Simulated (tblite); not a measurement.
# C5H10BBrO2: the cost of one run

Programs: tblite 0.8.0 and PySCF 2.14.0, with density-fitted response routines of our own. Each step states its level of theory. These are calculated values for one molecule in the gas phase, unless marked as measured. Atoms count from 0, in the outputs and in this text.

## Step 1: The starting structure

19 atoms, charge 0, multiplicity 1; geometry from: force field or distance geometry start.

Bonds of the start (Å): C0–C1 1.52, C1–C2 1.49, C2–C3 1.32, C3–Br4 1.89, C2–C5 1.49, C5–B6 1.56, B6–O7 1.47, B6–O8 1.46, C0–H9 1.10, C0–H10 1.11, C0–H11 1.10, C1–H12 1.11, C1–H13 1.12, C3–H14 1.11, C5–H15 1.11, C5–H16 1.12, O7–H17 1.00, O8–H18 0.98.

## Step 2: Relaxing the molecule with GFN2-xTB

Job settings and geometry (Å):

```
{"job": {"kind": "relax", "xc": "GFN2-xTB", "basis": "xTB"}, "charge": 0, "multiplicity": 1}
C      2.372600     0.111100    -0.929200
C      1.802700    -0.309100     0.410600
C      0.374700     0.077800     0.592700
C      0.097900     0.896400     1.593700
Br    -1.652300     1.491200     1.981500
C     -0.695000    -0.400800    -0.319800
B     -2.129700     0.123400     0.016000
O     -3.111300    -0.904000     0.401100
O     -2.657600     1.185600    -0.836800
H      3.423100    -0.221500    -0.991900
H      2.337100     1.216200    -1.062200
H      1.751800    -0.345600    -1.708900
H      2.426100    -0.024800     1.281300
H      1.773000    -1.432100     0.403900
H      0.913600     1.236500     2.261300
H     -0.501800    -0.154700    -1.384800
H     -0.682800    -1.520600    -0.266600
H     -2.790700    -1.832400     0.205400
H     -3.061200     0.816500    -1.654600
```

The run is started by

```sh
> OMP_NUM_THREADS=1 python probes_run.py task.json out
```

This one command runs all jobs of the session in turn.

Q: Estimate the wall time and peak memory of this first job on 1 thread of Intel Xeon at 2.50GHz, shared host.

About 4.7 s, with a peak of 0.18 GiB.
